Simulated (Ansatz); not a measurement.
Consider vertical spin-state energies of C2H3AlF2, SMILES FC(F)=[CH][AlH2] (the Ansatz DFT code, driven from Python).

`run_spin.py`:
```python
# -*- coding: utf-8 -*-
import ansatz as az

params = {
    'basis_set': 'def2-SVP',
    'functional': 'B3LYP',
}


def main():
    molecule = (
        az.Crystal.molecule()
        .atom('F', [1.4044, -0.1985, 2.2905])
        .atom('C', [0.6672, -0.4632, 1.1456])
        .atom('F', [0.4227, -1.7648, 0.8217])
        .atom('C', [0.295, 0.5302, 0.3549])
        .atom('Al', [-0.784, 0.1702, -1.3276])
        .atom('H', [0.4055, 1.5702, 0.627])
        .atom('H', [-1.2654, 1.4044, -2.1969])
        .atom('H', [-1.0533, -1.3056, -1.771])
    )

    base = (
        molecule.calculation()
        .basis(gaussian=params['basis_set'])
        .functional(params['functional'])
    )
    found = {}
    for unpaired in [0, 2, 4]:
        rep = base.spin('collinear', total=unpaired).run(threads=1).report
        s = unpaired / 2
        found[unpaired] = rep['free_energy_ev']
        print(f'2S+1 = {unpaired + 1}: E = {found[unpaired]:.5f} eV, <S^2> = {abs(rep["mean_field"]["state"]["spin_squared"]):.3f} (pure state {s * (s + 1):.2f})')
    lowest = min(found, key=found.get)
    for unpaired, e in found.items():
        print(f'multiplicity {unpaired + 1}: {(e - found[lowest]):.3f} eV above the lowest')


if __name__ == '__main__':
    main()
```

Which spin state is lowest at this geometry, and how far above lie the others?

In order: multiplicity 1 (+0.00 eV), multiplicity 3 (+3.94 eV) and multiplicity 5 (+9.98 eV), all at the one geometry.

The run itself:

Output of `python run_spin.py`:
```text
2S+1 = 1: E = -14144.77704 eV, <S^2> = 0.000 (pure state 0.00)
2S+1 = 3: E = -14140.83692 eV, <S^2> = 2.005 (pure state 2.00)
2S+1 = 5: E = -14134.79277 eV, <S^2> = 6.011 (pure state 6.00)
multiplicity 1: 0.000 eV above the lowest
multiplicity 3: 3.940 eV above the lowest
multiplicity 5: 9.984 eV above the lowest
```

Notes:
- Total energies depend on the basis set; only differences at equal settings carry meaning.
- The geometry is a force-field or estimated start, not a minimum of this method, and the basis set is short of its limit. All parts are taken at fixed geometry, without zero-point energy.
- b3lyp holds the VWN-RPA fit, as in Gaussian; the form of ORCA and Turbomole is b3lyp5.
- Hardware and time: 27 s on 1 thread of Arm Neoverse V1, on a shared host, peak memory 0.29 GiB.

(A comment or docstring line of the script was reworded after the run, the code is as it ran; lines on the test bed's own set-up are left out of the output.)
